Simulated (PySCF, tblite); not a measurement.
**C₂H₁₁ClOSi₄: geometry, infrared bands and NMR shifts**

What infrared bands and NMR shifts should C₂H₁₁ClOSi₄ (`CC(=O)[SiH2][Si]([SiH3])([SiH3])Cl`) show?

Computed with tblite 0.8.0 and PySCF 2.14.0, with density-fitted response routines of our own, on a single molecule in the gas phase. Atoms count from 0, in the outputs and in this text.

## Step 1: The molecule as given

19 atoms, charge 0, multiplicity 1; geometry from: force field or distance geometry start.

Bonds of the start (Å): C0–C1 1.49, C1–O2 1.22, C1–Si3 1.88, Si3–Si4 2.27, Si4–Si5 2.27, Si4–Si6 2.28, Si4–Cl7 2.06, C0–H8 1.10, C0–H9 1.09, C0–H10 1.10, Si3–H11 1.49, Si3–H12 1.51, Si5–H13 1.50, Si5–H14 1.48, Si5–H15 1.47, Si6–H16 1.49, Si6–H17 1.48, Si6–H18 1.48.

## Step 2: Geometry optimisation with GFN2-xTB

What the job is given:

```
{"job": {"kind": "relax", "xc": "GFN2-xTB", "basis": "xTB"}, "charge": 0, "multiplicity": 1}
C     -3.246700     0.152100    -0.284700
C     -1.767600     0.045800    -0.372200
O     -1.135800    -0.206600    -1.386900
Si    -0.760300     0.292800     1.193600
Si     1.458900     0.051200     0.771300
Si     1.788100    -2.017400    -0.112700
Si     2.029600     1.579200    -0.825500
Cl     2.564600     0.325700     2.485500
H     -3.651600    -0.603000     0.399100
H     -3.687400    -0.014800    -1.272200
H     -3.544200     1.154300     0.048500
H     -1.030500     1.630100     1.781400
H     -1.184800    -0.695900     2.251300
H      3.250500    -2.280000    -0.284500
H      1.247700    -3.040000     0.815500
H      1.141900    -2.200200    -1.418400
H      1.645100     2.944000    -0.369500
H      1.374600     1.320100    -2.129200
H      3.498200     1.571900    -1.038100
```

On the command line:

```console
$ OMP_NUM_THREADS=1 python probes_run.py task.json out
```

One launch serves the whole session: the jobs run in the order shown.

**Question.** This job is followed by: GFN2-xTB harmonic vibrations, gas phase; GIAO PBE0/pcSseg-1 NMR shielding, non-relativistic, gas phase. Predict these results of the whole session: strongest single infrared mode (GFN2-xTB); zero-point energy (GFN2-xTB); 13C shifts against TMS (PBE0/pcSseg-1); 1H shifts against TMS (PBE0/pcSseg-1, means over atoms taken as alike); 17O shifts against H2O (PBE0/pcSseg-1); 29Si shifts against TMS (PBE0/pcSseg-1, means over atoms taken as alike); 35Cl shifts against HCl (PBE0/pcSseg-1).

**Answer**, as computed:

| quantity | value |
| --- | --- |
| strongest single infrared mode (GFN2-xTB) | 742 cm⁻¹, 1063 km/mol |
| zero-point energy (GFN2-xTB) | 69.6 kcal/mol |
| 13C shifts against TMS (PBE0/pcSseg-1) | 258.5, 40.5 ppm |
| 1H shifts against TMS (PBE0/pcSseg-1, means over atoms taken as alike) | 4.94, 3.88, 2.50 ppm |
| 17O shifts against H2O (PBE0/pcSseg-1) | 841.4 ppm |
| 29Si shifts against TMS (PBE0/pcSseg-1, means over atoms taken as alike) | -18.5, -57.5, -95.8 ppm |
| 35Cl shifts against HCl (PBE0/pcSseg-1) | -97 ppm |

Relaxing lowered the energy by 0.423 eV in 69 steps; the close pair that moved most is Si4–Si5, from 2.274 to 2.351 Å. The lowest mode is imaginary (30i cm⁻¹), so the xTB geometry is not a minimum. The strongest single mode, at 742 cm⁻¹, has its largest shares on H17, H15, H18 and H13 (the list is cut at 4 atoms). GFN2-xTB is a fitted tight-binding method: band positions and strengths are rough. Its intensities can rank the bands wrongly. At PBE0/pcSseg-1: The widest tensor belongs to O2: span 1594 ppm, with a paramagnetic part of -912 ppm.
